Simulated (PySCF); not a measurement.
**BClH5PSi: NMR shifts at several levels of theory**

Aim: compute the NMR shifts of BClH5PSi (`BP[SiH2]Cl`) at several levels, and see how far they spread and what each costs.

Programs: PySCF 2.14.0, with density-fitted response routines of our own. Each step states its level of theory. These are calculated values for one molecule in the gas phase, unless marked as measured. Atoms are numbered from 0 throughout.

## 1. The molecule as given

9 atoms, charge 0, multiplicity 1; geometry from: GFN2-xTB.

Bonds of the start (Å): B0–P1 1.82, P1–Si2 2.23, Si2–Cl3 2.01, B0–H4 1.17, B0–H5 1.17, P1–H6 1.38, Si2–H7 1.46, Si2–H8 1.47.

## 2. Optimising the geometry at PBE0-D3(BJ)/def2-SVP

The job: settings as JSON, then the geometry in Å.

```
{"job": {"xc": "PBE0", "basis": "def2-SVP", "d3": "d3bj", "grid": 1, "kind": "geom"}, "charge": 0, "multiplicity": 1}
B     -1.866354     0.097730     0.018141
P     -0.409072    -0.796545    -0.618525
Si     1.384440     0.032421     0.405419
Cl     3.000629    -0.576404    -0.618840
H     -2.004654     0.176215     1.176871
H     -2.705082     0.461375    -0.708270
H     -0.247422    -0.338454    -1.910136
H      1.414084    -0.544928     1.747556
H      1.446991     1.494584     0.482604
```

Log:

```text
step   0  E = -1118.13039883  max force = 0.020899
step   1  E = -1118.13477175  max force = 0.007731
step   2  E = -1118.13512766  max force = 0.004194
step   3  E = -1118.13530109  max force = 0.001240
step   4  E = -1118.13537609  max force = 0.002654
step   5  E = -1118.13551045  max force = 0.006392
step   6  E = -1118.13560833  max force = 0.003344
step   7  E = -1118.13568418  max force = 0.000495
step   8  E = -1118.13569904  max force = 0.000701
step   9  E = -1118.13570642  max force = 0.001091
step  10  E = -1118.13570443  max force = 0.000940
step  11  E = -1118.13569853  max force = 0.000617
step  12  E = -1118.13569703  max force = 0.000904
step  13  E = -1118.13570243  max force = 0.000737
step  14  E = -1118.13570896  max force = 0.000473
step  15  E = -1118.13571574  max force = 0.000238
optimisation converged
```

Wall time 66 s (1 thread, shared host).

The steps of the relaxation:

```csv
step,energy from step 0 (eV),largest force component (eV/Å)
0,0.0000,1.0747
1,-0.1190,0.3975
2,-0.1287,0.2157
3,-0.1334,0.0638
4,-0.1354,0.1365
5,-0.1391,0.3287
6,-0.1418,0.1720
7,-0.1438,0.0255
8,-0.1442,0.0360
9,-0.1444,0.0561
10,-0.1444,0.0483
11,-0.1442,0.0317
12,-0.1442,0.0465
13,-0.1443,0.0379
14,-0.1445,0.0243
15,-0.1447,0.0122
```

Close pairs (by a distance rule), those that changed most:

```csv
bond,before (Å),after (Å),change (Å)
Si2–Cl3,2.008,2.068,+0.060
P1–H6,1.380,1.419,+0.039
B0–H5,1.168,1.205,+0.038
B0–H4,1.170,1.207,+0.037
B0–P1,1.824,1.854,+0.029
Si2–H7,1.461,1.488,+0.027
Si2–H8,1.466,1.489,+0.023
P1–Si2,2.225,2.232,+0.007
```

The final coordinates are the input of the step that follows.

```csv
at the end point,value
point group (found at 0.08 Å tolerance),C1
"rotational constants (GHz, main isotopes)","10.214, 1.482, 1.335"
dipole moment (D),1.21
```

## 3. NMR shieldings: PBE0/cc-pVDZ

The job: settings as JSON, then the geometry in Å.

```
{"job": {"kind": "nmr", "xc": "PBE0", "basis": "cc-pVDZ", "pop": true}, "charge": 0, "multiplicity": 1}
B      0.895426     0.017236    -0.877946
P      2.294959    -0.701529    -1.858047
Si     4.148518     0.040755    -0.860122
Cl     5.791549    -0.883731    -1.709294
H      0.948597    -0.038021     0.326596
H     -0.097954     0.403178    -1.440759
H      2.295299    -0.058135    -3.122942
H      4.040279    -0.346322     0.572475
H      4.353928     1.508488    -1.002562
```

Method: GIAO PBE0/cc-pVDZ NMR shielding, non-relativistic, gas phase.

Log:

```text
coarse grid: 9064 points
cycle   1  E = -1118.4486392044  dE =  1.048e-01  |g| = 2.604e-01  |ddm| = 5.142e+00
cycle   2  E = -1118.4441818615  dE =  4.457e-03  |g| = 2.897e-01  |ddm| = 1.515e+00
cycle   3  E = -1118.4721949579  dE = -2.801e-02  |g| = 2.554e-02  |ddm| = 7.604e-01
cycle   4  E = -1118.4723899900  dE = -1.950e-04  |g| = 1.085e-02  |ddm| = 8.334e-02
cycle   5  E = -1118.4724296657  dE = -3.968e-05  |g| = 2.549e-03  |ddm| = 3.000e-02
cycle   6  E = -1118.4724322185  dE = -2.553e-06  |g| = 8.404e-04  |ddm| = 7.256e-03
final grid: 73672 points
cycle   7  E = -1118.4936286984  dE = -9.089e-06  |g| = 2.663e-03  |ddm| = 3.403e-02
cycle   8  E = -1118.4936281846  dE =  5.138e-07  |g| = 2.905e-03  |ddm| = 1.346e-02
cycle   9  E = -1118.4936311536  dE = -2.969e-06  |g| = 3.740e-04  |ddm| = 7.394e-03
cycle  10  E = -1118.4936312138  dE = -6.021e-08  |g| = 8.057e-05  |ddm| = 9.806e-04
cycle  11  E = -1118.4936312159  dE = -2.114e-09  |g| = 2.219e-05  |ddm| = 2.031e-04
cycle  12  E = -1118.4936312161  dE = -1.864e-10  |g| = 6.461e-06  |ddm| = 7.081e-05
converged SCF energy = -1118.4936312161

GIAO shielding tensors (ppm)
atom      isotropic    diamagn.    paramagn.     s11        s22        s33       span
  0 B       34.417     199.857    -165.440    -62.718     14.426    151.543    214.261
  1 P      487.219     970.221    -483.001    333.379    532.639    595.640    262.261
  2 Si     423.297     878.846    -455.549    368.459    426.342    475.089    106.630
  3 Cl     993.495    1144.391    -150.896    943.660    990.856   1045.969    102.310
  4 H       22.968      32.497      -9.529     14.075     26.470     28.359     14.284
  5 H       22.825      31.242      -8.417     14.762     26.387     27.325     12.563
  6 H       27.256      28.911      -1.655     22.920     26.200     32.649      9.729
  7 H       25.560      28.855      -3.296     21.476     24.242     30.960      9.484
  8 H       25.533      27.234      -1.701     20.875     24.817     30.907     10.031
```

It took 13 s on 1 thread, shared host.

The references, computed at this level on geometries of the same kind, shield at (ppm): 1H TMS 31.29, 29Si TMS 418.6, 31P H3PO4 389.4, 11B BF3·OEt2 113.8, 35Cl HCl 961. Their shielding less the atom's gives the shift. The references are single molecules in the gas phase, so shifts against H2O, NH3, PH3, H3PO4 or CFCl3 are not on the usual liquid scales and can be off by tens of ppm. Atoms listed in one row are averaged.

```csv
atoms,environment,σ (ppm),δ (ppm)
"H4, H5",hydrogen on a boron bonded to P,22.90,8.39
"H7, H8","hydrogen on a silicon bonded to Cl, P",25.55,5.74
H6,"hydrogen on a phosphorus bonded to B, Si",27.26,4.03
B0,"boron bonded to P, 2 H",34.4,79.4
P1,"phosphorus bonded to B, Si, H",487.2,-97.8
Si2,"silicon bonded to Cl, P, 2 H",423.3,-4.7
Cl3,chlorine bonded to Si,993,-33
```

Charges from the same density, by scheme (e):

```csv
atoms,Mulliken,IAO,Hirshfeld,ESP fit
B0,-0.08,-0.23,0.06,0.12
P1,-0.08,0.03,0.00,-0.19
Si2,0.31,0.62,0.29,0.17
Cl3,-0.22,-0.31,-0.13,-0.14
```

Mayer bond orders: B0–P1 1.33, P1–Si2 1.03, Si2–Cl3 1.11.

## 4. Shielding tensors: PBE0/cc-pVTZ

Same as in step 3 but for these lines:

```diff
@@ -1,2 +1,2 @@
-{"job": {"kind": "nmr", "xc": "PBE0", "basis": "cc-pVDZ", "pop": true}, "charge": 0, "multiplicity": 1}
+{"job": {"kind": "nmr", "xc": "PBE0", "basis": "cc-pVTZ", "pop": true}, "charge": 0, "multiplicity": 1}
 B      0.895426     0.017236    -0.877946
```

Method: GIAO PBE0/cc-pVTZ NMR shielding, non-relativistic, gas phase.

Log:

```text
coarse grid: 9064 points
cycle   1  E = -1118.5057642956  dE =  6.786e-02  |g| = 2.776e-01  |ddm| = 5.285e+00
cycle   2  E = -1118.5007490182  dE =  5.015e-03  |g| = 3.062e-01  |ddm| = 1.095e+00
cycle   3  E = -1118.5280249105  dE = -2.728e-02  |g| = 3.737e-02  |ddm| = 5.491e-01
cycle   4  E = -1118.5284136248  dE = -3.887e-04  |g| = 1.515e-02  |ddm| = 8.284e-02
cycle   5  E = -1118.5284818756  dE = -6.825e-05  |g| = 2.990e-03  |ddm| = 2.767e-02
cycle   6  E = -1118.5284841540  dE = -2.278e-06  |g| = 1.437e-03  |ddm| = 7.312e-03
final grid: 73672 points
cycle   7  E = -1118.5484552503  dE = -2.549e-05  |g| = 3.474e-03  |ddm| = 4.537e-02
cycle   8  E = -1118.5484549507  dE =  2.996e-07  |g| = 3.430e-03  |ddm| = 1.125e-02
cycle   9  E = -1118.5484580833  dE = -3.133e-06  |g| = 4.942e-04  |ddm| = 6.273e-03
cycle  10  E = -1118.5484581698  dE = -8.660e-08  |g| = 1.391e-04  |ddm| = 1.010e-03
cycle  11  E = -1118.5484581759  dE = -6.031e-09  |g| = 3.366e-05  |ddm| = 2.606e-04
cycle  12  E = -1118.5484581762  dE = -3.179e-10  |g| = 1.172e-05  |ddm| = 7.910e-05
converged SCF energy = -1118.5484581762

GIAO shielding tensors (ppm)
atom      isotropic    diamagn.    paramagn.     s11        s22        s33       span
  0 B       21.971     198.432    -176.461    -79.257     -0.689    145.860    225.117
  1 P      444.909     972.918    -528.009    281.458    492.930    560.339    278.881
  2 Si     371.231     882.161    -510.930    312.488    375.469    425.734    113.246
  3 Cl     969.373    1143.923    -174.549    911.051    966.593   1030.476    119.425
  4 H       23.074      32.256      -9.182     13.987     26.543     28.692     14.705
  5 H       22.948      31.040      -8.093     14.685     26.362     27.796     13.111
  6 H       27.148      29.094      -1.947     22.977     26.221     32.244      9.267
  7 H       25.477      28.885      -3.407     21.608     24.187     30.637      9.028
  8 H       25.423      27.051      -1.628     20.963     24.838     30.469      9.506
```

Run time: 31 s. Hardware: 1 thread, shared host.

Key values: δ B0 80.8, P1 -125.2, Si2 -11.2, Cl3 -17, H4 8.28, H7 5.84 ppm (means over like atoms).

## 5. NMR shieldings: PBE0/aug-cc-pVDZ

Same as in step 4 but for these lines:

```diff
@@ -1,2 +1,2 @@
-{"job": {"kind": "nmr", "xc": "PBE0", "basis": "cc-pVTZ", "pop": true}, "charge": 0, "multiplicity": 1}
+{"job": {"kind": "nmr", "xc": "PBE0", "basis": "aug-cc-pVDZ", "pop": true}, "charge": 0, "multiplicity": 1}
 B      0.895426     0.017236    -0.877946
```

Level: GIAO PBE0/aug-cc-pVDZ NMR shielding, non-relativistic, gas phase.

Log:

```text
coarse grid: 9064 points
cycle   1  E = -1118.4577101329  dE =  1.035e-01  |g| = 2.506e-01  |ddm| = 6.547e+00
cycle   2  E = -1118.4530455591  dE =  4.665e-03  |g| = 2.815e-01  |ddm| = 1.548e+00
cycle   3  E = -1118.4793619836  dE = -2.632e-02  |g| = 2.752e-02  |ddm| = 7.342e-01
cycle   4  E = -1118.4795906333  dE = -2.286e-04  |g| = 1.148e-02  |ddm| = 8.254e-02
cycle   5  E = -1118.4796346778  dE = -4.404e-05  |g| = 2.618e-03  |ddm| = 3.418e-02
cycle   6  E = -1118.4796372523  dE = -2.575e-06  |g| = 9.474e-04  |ddm| = 8.178e-03
final grid: 73672 points
cycle   7  E = -1118.5008335675  dE = -1.042e-05  |g| = 2.560e-03  |ddm| = 6.538e-02
cycle   8  E = -1118.5008332513  dE =  3.162e-07  |g| = 2.725e-03  |ddm| = 1.540e-02
cycle   9  E = -1118.5008357803  dE = -2.529e-06  |g| = 3.853e-04  |ddm| = 7.562e-03
cycle  10  E = -1118.5008358436  dE = -6.331e-08  |g| = 8.919e-05  |ddm| = 1.062e-03
cycle  11  E = -1118.5008358463  dE = -2.635e-09  |g| = 2.331e-05  |ddm| = 2.353e-04
cycle  12  E = -1118.5008358465  dE = -1.905e-10  |g| = 7.489e-06  |ddm| = 1.002e-04
converged SCF energy = -1118.5008358465

GIAO shielding tensors (ppm)
atom      isotropic    diamagn.    paramagn.     s11        s22        s33       span
  0 B       32.146     231.314    -199.168    -62.798     10.571    148.666    211.464
  1 P      492.546     968.654    -476.108    336.530    543.528    597.582    261.052
  2 Si     433.657     888.765    -455.108    376.231    439.880    484.860    108.629
  3 Cl     985.579    1144.094    -158.515    929.352    984.729   1042.656    113.304
  4 H       22.938      34.298     -11.360     13.983     26.455     28.377     14.394
  5 H       22.819      31.405      -8.586     14.665     26.395     27.398     12.733
  6 H       27.148      28.414      -1.266     22.880     26.258     32.307      9.426
  7 H       25.469      27.966      -2.496     21.530     24.141     30.738      9.208
  8 H       25.364      26.328      -0.965     20.809     24.690     30.592      9.783
```

It took 19 s on 1 thread, shared host.

This run: δ B0 78.0, P1 -120.5, Si2 -16.9, Cl3 -18, H4 8.52, H7 5.98 ppm (means over like atoms).

## 6. NMR shieldings: PBE0/IGLO-III

Same as in step 5 but for these lines:

```diff
@@ -1,2 +1,2 @@
-{"job": {"kind": "nmr", "xc": "PBE0", "basis": "aug-cc-pVDZ", "pop": true}, "charge": 0, "multiplicity": 1}
+{"job": {"kind": "nmr", "xc": "PBE0", "basis": "IGLO-III", "pop": true}, "charge": 0, "multiplicity": 1}
 B      0.895426     0.017236    -0.877946
```

Method: GIAO PBE0/IGLO-III NMR shielding, non-relativistic, gas phase.

Log:

```text
coarse grid: 9064 points
cycle   1  E = -1118.4894000546  dE = -2.429e-02  |g| = 3.429e-01  |ddm| = 2.183e+00
cycle   2  E = -1118.4850816567  dE =  4.318e-03  |g| = 3.153e-01  |ddm| = 5.302e-01
cycle   3  E = -1118.5106322363  dE = -2.555e-02  |g| = 7.497e-02  |ddm| = 3.161e-01
cycle   4  E = -1118.5120143572  dE = -1.382e-03  |g| = 1.627e-02  |ddm| = 6.127e-02
cycle   5  E = -1118.5120764991  dE = -6.214e-05  |g| = 4.865e-03  |ddm| = 1.783e-02
cycle   6  E = -1118.5120818603  dE = -5.361e-06  |g| = 1.747e-03  |ddm| = 5.255e-03
final grid: 73672 points
cycle   7  E = -1118.5287399804  dE = -5.700e-05  |g| = 4.404e-03  |ddm| = 1.836e-02
cycle   8  E = -1118.5287400353  dE = -5.484e-08  |g| = 3.525e-03  |ddm| = 5.249e-03
cycle   9  E = -1118.5287422954  dE = -2.260e-06  |g| = 7.090e-04  |ddm| = 3.260e-03
cycle  10  E = -1118.5287424405  dE = -1.451e-07  |g| = 2.031e-04  |ddm| = 7.538e-04
cycle  11  E = -1118.5287424511  dE = -1.061e-08  |g| = 5.662e-05  |ddm| = 1.863e-04
cycle  12  E = -1118.5287424519  dE = -8.240e-10  |g| = 1.456e-05  |ddm| = 5.924e-05
converged SCF energy = -1118.5287424519

GIAO shielding tensors (ppm)
atom      isotropic    diamagn.    paramagn.     s11        s22        s33       span
  0 B       14.425     196.487    -182.062    -90.503     -8.455    142.233    232.736
  1 P      426.323     972.561    -546.239    264.304    471.028    543.637    279.333
  2 Si     362.289     880.178    -517.889    303.151    367.905    415.812    112.661
  3 Cl     956.749    1145.800    -189.052    898.168    955.169   1016.909    118.740
  4 H       23.113      31.944      -8.831     14.127     26.631     28.582     14.455
  5 H       22.984      31.103      -8.119     14.781     26.464     27.706     12.924
  6 H       27.150      29.858      -2.708     22.979     26.197     32.273      9.294
  7 H       25.506      28.410      -2.904     21.689     24.276     30.554      8.865
  8 H       25.414      27.175      -1.761     21.014     24.863     30.366      9.352
```

It took 30 s on 1 thread, shared host.

In short: δ B0 85.5, P1 -119.6, Si2 -16.9, Cl3 -12, H4 8.33, H7 5.91 ppm (means over like atoms).

## 7. NMR shieldings: PBE0/pcSseg-0

Same as in step 6 but for these lines:

```diff
@@ -1,2 +1,2 @@
-{"job": {"kind": "nmr", "xc": "PBE0", "basis": "IGLO-III", "pop": true}, "charge": 0, "multiplicity": 1}
+{"job": {"kind": "nmr", "xc": "PBE0", "basis": "pcSseg-0", "pop": true}, "charge": 0, "multiplicity": 1}
 B      0.895426     0.017236    -0.877946
```

With the program's defaults for keys left out, this is: GIAO PBE0/pcSseg-0 NMR shielding, non-relativistic, gas phase.

Log:

```text
coarse grid: 9064 points
cycle   1  E = -1116.9815469549  dE =  2.663e-02  |g| = 3.035e-01  |ddm| = 2.882e+00
cycle   2  E = -1116.9831462182  dE = -1.599e-03  |g| = 3.253e-01  |ddm| = 1.207e+00
cycle   3  E = -1117.0171666295  dE = -3.402e-02  |g| = 1.713e-02  |ddm| = 5.974e-01
cycle   4  E = -1117.0172527326  dE = -8.610e-05  |g| = 7.419e-03  |ddm| = 4.723e-02
cycle   5  E = -1117.0172697474  dE = -1.701e-05  |g| = 1.504e-03  |ddm| = 1.515e-02
cycle   6  E = -1117.0172704980  dE = -7.506e-07  |g| = 3.994e-04  |ddm| = 4.065e-03
final grid: 73672 points
cycle   7  E = -1117.1366771771  dE = -7.358e-06  |g| = 2.160e-03  |ddm| = 1.562e-02
cycle   8  E = -1117.1366764839  dE =  6.932e-07  |g| = 2.525e-03  |ddm| = 6.484e-03
cycle   9  E = -1117.1366787805  dE = -2.297e-06  |g| = 1.890e-04  |ddm| = 4.072e-03
cycle  10  E = -1117.1366787974  dE = -1.694e-08  |g| = 4.007e-05  |ddm| = 5.019e-04
cycle  11  E = -1117.1366787980  dE = -5.371e-10  |g| = 1.198e-05  |ddm| = 7.892e-05
converged SCF energy = -1117.1366787980

GIAO shielding tensors (ppm)
atom      isotropic    diamagn.    paramagn.     s11        s22        s33       span
  0 B       18.532     198.186    -179.655    -81.566     -8.513    145.674    227.240
  1 P      500.055     967.950    -467.895    312.666    559.176    628.324    315.658
  2 Si     364.189     876.643    -512.454    274.064    366.291    452.211    178.147
  3 Cl    1053.456    1143.852     -90.396    946.280   1043.936   1170.153    223.873
  4 H       24.115      30.512      -6.398     15.384     27.509     29.451     14.067
  5 H       23.979      30.205      -6.226     16.294     27.428     28.215     11.920
  6 H       28.882      30.994      -2.112     24.083     27.131     35.432     11.349
  7 H       26.771      27.635      -0.864     22.086     25.474     32.753     10.667
  8 H       27.035      27.479      -0.443     21.740     26.299     33.066     11.327
```

Run time: 7.6 s. Hardware: 1 thread, shared host.

Key values: δ B0 86.4, P1 -218.6, Si2 -15.7, Cl3 -101, H4 8.79, H7 5.93 ppm (means over like atoms).

## 8. Run by run: NMR shifts

Shifts (ppm), means over like atoms, with basis size and wall time:

```csv
run,H4,H7,H6,B0,P1,Si2,Cl3,functions,time
PBE0/cc-pVDZ,8.39,5.74,4.03,79.4,-97.8,-4.7,-33,93,13 s
PBE0/cc-pVTZ,8.28,5.84,4.14,80.8,-125.2,-11.2,-17,202,31 s
PBE0/aug-cc-pVDZ,8.52,5.98,4.25,78.0,-120.5,-16.9,-18,149,19 s
PBE0/IGLO-III,8.33,5.91,4.22,85.5,-119.6,-16.9,-12,217,30 s
PBE0/pcSseg-0,8.79,5.93,3.95,86.4,-218.6,-15.7,-101,58,7.6 s
```

## 9. Summary of results

| quantity | value |
| --- | --- |
| point group | C1 |
| rotational constants (main isotopes) | 10.21, 1.48, 1.34 GHz |
| 1H shifts against TMS (PBE0/cc-pVDZ, means over atoms taken as alike) | 8.39, 5.74, 4.03 ppm |
| 11B shifts against BF3·OEt2 (PBE0/cc-pVDZ) | 79.4 ppm |
| 31P shifts against H3PO4 (PBE0/cc-pVDZ) | -97.8 ppm |
| 29Si shifts against TMS (PBE0/cc-pVDZ) | -4.7 ppm |
| 35Cl shifts against HCl (PBE0/cc-pVDZ) | -33 ppm |
| range of the shift of P1 | -218.6 to -97.8 ppm |

What this shows: Single values in the summary come from the first run of each kind that ended normally (PBE0/cc-pVDZ), which need not be the best level. The optimisation took 15 steps and gained 0.145 eV; among the close pairs (by a distance rule), Si2–Cl3 changed most, from 2.008 to 2.068 Å. At PBE0/cc-pVDZ: The widest tensor belongs to P1: span 262 ppm, with a paramagnetic part of -483 ppm. Across the 5 runs the shift of P1 moves most, between -218.6 (PBE0/pcSseg-0) and -97.8 ppm (PBE0/cc-pVDZ). Most of that comes from the computed reference, not from the atom's own shielding.
